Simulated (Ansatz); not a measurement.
# ClF2H3OSi2: up Jacob's ladder to CCSD(T)

Aim: compute ClF2H3OSi2 with functionals from several rungs and with coupled cluster, and see how far each lands from CCSD(T) at the basis-set limit for the atomisation energy.

Program: Ansatz 0.2.0, Gaussian basis. Level of theory: functionals in def2-TZVPP, the program's frozen cores in correlated methods. These are calculated values, not measurements.

The runs, in order: LDA (SPW92), PBE-D4, revPBE-D4, BLYP-D4, r2SCAN-D4, B97M-V, PBE0-D4, B3LYP-D4, r2SCANh-D4, r2SCAN0-D4, HSE06-D4, BHLYP-D4, CAM-B3LYP-D4, LC-ωPBE, ωB97X-V, ωB97M-V, B2PLYP, PBE-QIDH; CCSD(T)/def2-SVP; CCSD(T)/def2-TZVPP; MP2/def2-QZVPP; extrapolation to the limit; RPA on PBE.

## 1. The geometry

The geometry comes from an earlier relaxation with PBE0-D4 in a triple-zeta def2 set; it is a stationary point, not always the lowest conformer.

SMILES `F[Si](F)(Cl)O[SiH3]`, 9 atoms, charge 0, spin multiplicity 1.

Atoms are counted from 1 here; the program's logs count them from 0.

Bond lengths: F1–Si2 1.574 Å, Si2–F3 1.574 Å, Si2–Cl4 2.011 Å, Si2–O5 1.587 Å, O5–Si6 1.645 Å, Si6–H7 1.480 Å, Si6–H8 1.482 Å, Si6–H9 1.482 Å. Angles: F1–Si2–F3 107.0°, F1–Si2–Cl4 108.9°, F1–Si2–O5 110.5°, F3–Si2–Cl4 108.9°, F3–Si2–O5 110.5°, Cl4–Si2–O5 110.9°, Si2–O5–Si6 158.2°, O5–Si6–H7 107.7°, O5–Si6–H8 109.1°, O5–Si6–H9 109.1°, H7–Si6–H8 110.4°, H7–Si6–H9 110.4°, H8–Si6–H9 110.2°.

## 2. LDA

This LDA is Slater exchange with PW92 correlation.

The input, in.yaml:

```yaml
crystal:
  periodic: [false, false, false]
  atoms:
    - {symbol: F, position_ang: [-2.046894, -1.352671, 0.128683]}
    - {symbol: Si, position_ang: [-0.915455, -0.877508, -0.857176]}
    - {symbol: F, position_ang: [-0.051962, -2.145258, -1.210917]}
    - {symbol: Cl, position_ang: [-1.768034, -0.179570, -2.539641]}
    - {symbol: O, position_ang: [-0.014567, 0.237135, -0.174854]}
    - {symbol: Si, position_ang: [1.002290, 0.917486, 0.924522]}
    - {symbol: H, position_ang: [1.264225, 2.309306, 0.493533]}
    - {symbol: H, position_ang: [2.264819, 0.141922, 0.961357]}
    - {symbol: H, position_ang: [0.354179, 0.902857, 2.257394]}
basis:
  gaussian: {orbitals: def2-TZVPP}
hamiltonian: {xc: lda}
output: {orbitals: {seedname: orbitals}}
```

The runs that follow: PBE-D4 (GGA); revPBE-D4 (GGA); BLYP-D4 (GGA); r2SCAN-D4 (meta-GGA); B97M-V (meta-GGA); PBE0-D4 (hybrid); B3LYP-D4 (hybrid); r2SCANh-D4 (hybrid); r2SCAN0-D4 (hybrid); HSE06-D4 (hybrid); BHLYP-D4 (hybrid); CAM-B3LYP-D4 (range-separated); LC-ωPBE-D4 (range-separated); ωB97X-V (range-separated); ωB97M-V (range-separated); B2PLYP (double hybrid); PBE-QIDH (double hybrid); CCSD(T) in def2-SVP; CCSD(T) in def2-TZVPP; MP2 in def2-QZVPP; RPA on PBE orbitals.

Q: Predict the results of all the runs planned. Wanted: atomisation energy, CCSD(T)/CBS; farthest beyond LDA; mean size of error, GGA; mean size of error, meta-GGA; mean size of error, hybrid; mean size of error, range-separated; mean size of error, double hybrid; gap, smallest and largest; T1 diagnostic.

**Answer**, as computed:

| quantity | value |
| --- | --- |
| atomisation energy, CCSD(T)/CBS | 3542.3 kJ/mol |
| functionals within 17.7 kJ/mol (0.5 %) | B97M-V, ωB97X-V, ωB97M-V |
| farthest beyond LDA | BHLYP-D4 (-145.1 kJ/mol) |
| mean size of error, GGA | 75.1 kJ/mol |
| mean size of error, meta-GGA | 15.6 kJ/mol |
| mean size of error, hybrid | 85.9 kJ/mol |
| mean size of error, range-separated | 26.7 kJ/mol |
| mean size of error, double hybrid | 69.3 kJ/mol |
| gap, smallest and largest | 6.71 eV (LDA (SPW92)), 14.28 eV (LC-ωPBE) |
| T1 diagnostic | 0.0109 |
| triples share of the correlation energy | 3.2 % |

What this shows: LDA overbinds by 429.4 kJ/mol (12 %). PBE-D4 is off by -31.1 kJ/mol. Double hybrids carry the basis error of their MP2 part in triple zeta, and no dispersion term here, so their miss is partly the set-up's. By mean error the best rung here is meta-GGA (15.6 kJ/mol) and the worst beyond LDA is hybrid (85.9 kJ/mol). The mean of the hybrids holds BHLYP, with half exact exchange. The reference freezes the cores and leaves out relativity and excitations past (T), so misses under about 17.7 kJ/mol can't be ranked. Hartree-Fock recovers 75 % of the binding; the rest is correlation. CCSD(T) in def2-SVP is off by -337.4 kJ/mol, so the small basis spoils what the method gains. Orbital gaps span 6.7 to 14.3 eV; exact exchange widens them.
